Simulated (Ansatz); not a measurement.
# Tl: the cost of one run

Computed with Ansatz 0.2.0 (DFT PBEsol, scalar-relativistic, plane waves, PAW, unless a step's input says otherwise).

3 further runs of the same task are left out: 1 that didn't finish, 2 set aside as unsound or not needed.

**1. The structure to begin with**

Symmetry: P6_3/mmc, No. 194, hexagonal system. Conventional cell: a = 3.526 Å, b = 3.526 Å, c = 5.333 Å, α = 90.00°, β = 90.00°, γ = 120.00°. Tl (site symmetry -6m2) has 12 Tl at 3.35 to 3.53 Å as nearest neighbours.

Coordinates:

```cif
data_structure
_symmetry_space_group_name_H-M 'P 1'
_symmetry_Int_Tables_number 1
_cell_length_a 3.5261
_cell_length_b 3.5261
_cell_length_c 5.3329
_cell_angle_alpha 90.000
_cell_angle_beta 90.000
_cell_angle_gamma 120.000
_cell_volume 57.42
loop_
_atom_site_label
_atom_site_type_symbol
_atom_site_fract_x
_atom_site_fract_y
_atom_site_fract_z
_atom_site_occupancy
Tl1 Tl 0.33333 0.66667 0.25000 1
Tl2 Tl 0.66667 0.33333 0.75000 1
```

This cell was relaxed beforehand with the same method: volume 28.71 Å³/atom, gap on the mesh none (metal).

**2. The bulk in the cell of the plane**

Input file input.yaml:

```yaml
crystal:
  lattice:
    - [3.5261229966, 0.0, 0.0]
    - [-1.7630614983, 6.1453613477, 0.0]
    - [1.7630614983, 1.5174303043, 2.6500118512]
  atoms:
    - { symbol: Tl, position: [0.0833333333, 0.75, 0.5833333333] }
    - { symbol: Tl, position: [0.9166666667, 0.25, 0.4166666667] }
basis:
  ecutwfc: 420
kpoints:
  mp_grid: { grid: [10, 6, 13] }
hamiltonian:
  xc: pbesol
scf:
  occupations: { method: gaussian, width: 0.1 }
output:
  forces: true
  stress: true
  eigenvalues: true
```

Started as:

```sh
> ansatz run input.yaml --threads 1 --pin off --max-ram 2560MiB --backend cpu --events-out ev --progress --plain --runs-dir out
```

**Question.** How long does this run take on 1 thread of Intel Xeon Platinum 8488C (Sapphire Rapids), shared host, and how much memory does it need?

About 12 s, with a peak of 0.6 GiB.
